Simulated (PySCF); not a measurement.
# SiHClF2 (SMILES F[SiH](F)Cl) at 6 levels

We compute a comparison of 6 runs (HF/def2-SVP, M06-2X/3-21G, B3LYP/6-31G*, TPSSh/def2-SVP, MP2/def2-TZVP) of SiHClF2. 

The calculation is run with PySCF 2.14.0.

## 1. Starting point

SiHClF2 has 5 atoms, charge 0, and is taken as a singlet. SMILES: `F[SiH](F)Cl`. The coordinates come from a PBE0-D4/def2-TZVP relaxation.

Bond lengths: F1–Si2 1.577 Å, Si2–F3 1.577 Å, Si2–Cl4 2.018 Å, Si2–H5 1.465 Å. Angles: F1–Si2–F3 107.6°, F1–Si2–Cl4 109.0°, F3–Si2–Cl4 109.0°, F1–Si2–H5 109.8°, F3–Si2–H5 109.8°, Cl4–Si2–H5 111.5°.

## 2. Energy and gradient at HF/def2-SVP (run 1)

run.py reads:

```python
import pyscf.grad
from pyscf import gto, scf

molecule = gto.M(
    atom='''
F     -0.641751    -1.174276     2.683600
Si     0.181225    -0.000378     0.071432
F     -0.063306     2.960823     0.295742
Cl    -2.187358    -1.239660    -2.648451
H      2.805487    -0.685971    -0.480368
''',
    max_memory=1860,
    unit='bohr',
    verbose=4,
    charge=0,
    spin=0,
    basis='def2-svp',
)

mf = scf.RHF(molecule)
mf.conv_tol = 1e-10
mf.kernel()
if not mf.converged:
    mf = mf.newton().run(mf.mo_coeff, mf.mo_occ)

energy = mf.e_tot
print('Final energy', energy)
grad = mf.Gradients().kernel()
dip = mf.dip_moment()
pop, q = mf.mulliken_pop()
```

On the command line:

```console
$ OMP_NUM_THREADS=1 python run.py
```

The log of the run:

```text
PySCF version 2.14.0

[... 59 lines left out ...]
converged SCF energy = -947.670419379691
Final energy -947.6704193796905
[... 11 lines left out ...]
Dipole moment(X, Y, Z, Debye):  1.21343, -0.53212, -0.62729
[... 75 lines left out ...]
charge of    4H =     -0.14848
```

Wall time 8.2 s (1 thread of Intel Xeon at 2.50GHz (Skylake/Cascade Lake), shared host); peak memory 0.14 GiB.

## 3. Energy and forces at M06-2X/3-21G (run 2)

start.xyz reads:

```xyz
5

F     -0.339600    -0.621400     1.420100
Si     0.095900    -0.000200     0.037800
F     -0.033500     1.566800     0.156500
Cl    -1.157500    -0.656000    -1.401500
H      1.484600    -0.363000    -0.254200
```

job.py reads:

```python
# F[SiH](F)Cl
import pyscf.grad
from pyscf import gto, dft

molecule = gto.M(
    atom='start.xyz',
    spin=0,
    max_memory=1860,
    verbose=4,
    basis='3-21g',
    charge=0,
)

mf = dft.RKS(molecule)
mf.xc = 'm06-2x'
mf.conv_tol = 1e-10
mf.grids.level = 5
mf.kernel()
if not mf.converged:
    mf = mf.newton().run(mf.mo_coeff, mf.mo_occ)

e_final = mf.e_tot
print('E(%s) = %.9f' % ('M06-2X', e_final))
grad = mf.Gradients().kernel()
dip = mf.dip_moment()
pop, q = mf.mulliken_pop()
```

On the command line:

```console
$ OMP_NUM_THREADS=1 python job.py
```

The log of the run:

```text
PySCF version 2.14.0

[... 72 lines left out ...]
converged SCF energy = -945.146435946574
[... 13 lines left out ...]
Dipole moment(X, Y, Z, Debye):  1.94437, -0.28527, -0.02272
[... 52 lines left out ...]
charge of    4H =     -0.14914
```

Wall time 26 s (1 thread of Intel Xeon at 2.50GHz (Skylake/Cascade Lake), shared host); peak memory 0.48 GiB.

Runs 3 to 5 aren't shown in full; the table further down has their settings and results.

## 4. Energy and forces at MP2/def2-TZVP (run 6)

calc.py reads:

```python
from pyscf import gto, scf, mp

molecule = gto.Mole()
molecule.atom = '''
F     -0.641751    -1.174276     2.683600
Si     0.181225    -0.000378     0.071432
F     -0.063306     2.960823     0.295742
Cl    -2.187358    -1.239660    -2.648451
H      2.805487    -0.685971    -0.480368
'''
molecule.verbose = 3
molecule.charge = 0
molecule.max_memory = 1860
molecule.basis = 'def2-tzvp'
molecule.unit = 'bohr'
molecule.build()

hf = scf.RHF(molecule)
hf.conv_tol = 1e-10
hf.kernel()
if not hf.converged:
    hf = hf.newton().run(hf.mo_coeff, hf.mo_occ)

pt = mp.MP2(hf, frozen=12).run()
etot = pt.e_tot
print('E(%s) = %.9f' % ('MP2', etot))
grad = pt.nuc_grad_method().kernel()
hf.analyze()
```

On the command line:

```console
$ OMP_NUM_THREADS=1 python calc.py
```

The log of the run:

```text
converged SCF energy = -948.207274635238
[... 17 lines left out ...]
MO #6   energy= -8.05086612386341  occ= 2
[... 16 lines left out ...]
MO #23  energy= -0.541820794425364 occ= 2
[... 16 lines left out ...]
MO #40  energy= 0.538961988368227  occ= 0
[... 16 lines left out ...]
MO #57  energy= 1.15870571164165   occ= 0
[... 16 lines left out ...]
MO #74  energy= 2.12741293440068   occ= 0
[... 16 lines left out ...]
MO #91  energy= 2.80754718250405   occ= 0
[... 16 lines left out ...]
MO #108 energy= 4.52630485358268   occ= 0
[... 16 lines left out ...]
MO #125 energy= 7.77870169090104   occ= 0
[... 16 lines left out ...]
MO #142 energy= 58.7031260906277   occ= 0
[... 6 lines left out ...]
Dipole moment(X, Y, Z, Debye):  1.08877, -0.51431, -0.62667
```

It took 2.5 min on 1 thread of Intel Xeon at 2.50GHz (Skylake/Cascade Lake), shared host; peak memory 2 GiB.

## 5. The series

| run | level | integration grid | Cartesian functions | energy (Eh) | dipole moment (D) of the reference | HOMO energy (eV) | LUMO energy (eV) | wall time |
| --- | --- | --- | --- | --- | --- | --- | --- | --- |
| 1 | HF/def2-SVP | – | no | -947.670419 | 1.47 | -13.39 | 4.88 | 8.2 s |
| 2 | M06-2X/3-21G | 5 | no | -945.146436 | 1.97 | -11.39 | 1.55 | 26 s |
| 3 | B3LYP/6-31G* (spherical functions) | 5 | no | -950.136158 | 1.24 | -9.58 | 0.91 | 36 s |
| 4 | TPSSh/def2-SVP | 5 | no | -949.774793 | 1.13 | -9.13 | 0.87 | 41 s |
| 5 | B3LYP/6-31G* (Cartesian functions) | 5 | yes | -950.143955 | 1.24 | -9.58 | 0.87 | 36 s |
| 6 | MP2/def2-TZVP | – | no | -949.001187 | 1.36 | -13.43 | 3.80 | 2.5 min |

## 6. What came out

| quantity | value |
| --- | --- |
| run 6: total energy | -949.00119 Eh |
| run 6: dipole moment (Hartree–Fock density) | 1.36 D |
| run 6: HOMO energy (Hartree–Fock orbitals) | -13.43 eV |
| run 6: LUMO energy (Hartree–Fock orbitals) | 3.80 eV |
| run 6: HOMO–LUMO gap (Hartree–Fock orbitals) | 17.24 eV |
| run 6: correlation energy (12 core orbitals frozen) | -793.9 mEh |
| run 6: largest force on an atom | 0.221 eV/Å |

Over runs 1, 2, 3, 4, 5 the dipole moment (its size) runs from 1.13 D (TPSSh/def2-SVP) to 1.97 D (M06-2X/3-21G). The two ends differ in method and basis. Over runs 1, 2, 3, 4, 5 the HOMO–LUMO gap runs from 9.99 eV (TPSSh/def2-SVP) to 18.26 eV (HF/def2-SVP). Exact exchange widens orbital gaps. Totals of different functionals can't be ranked against each other. All runs together took 5 min, the longest 2.5 min.
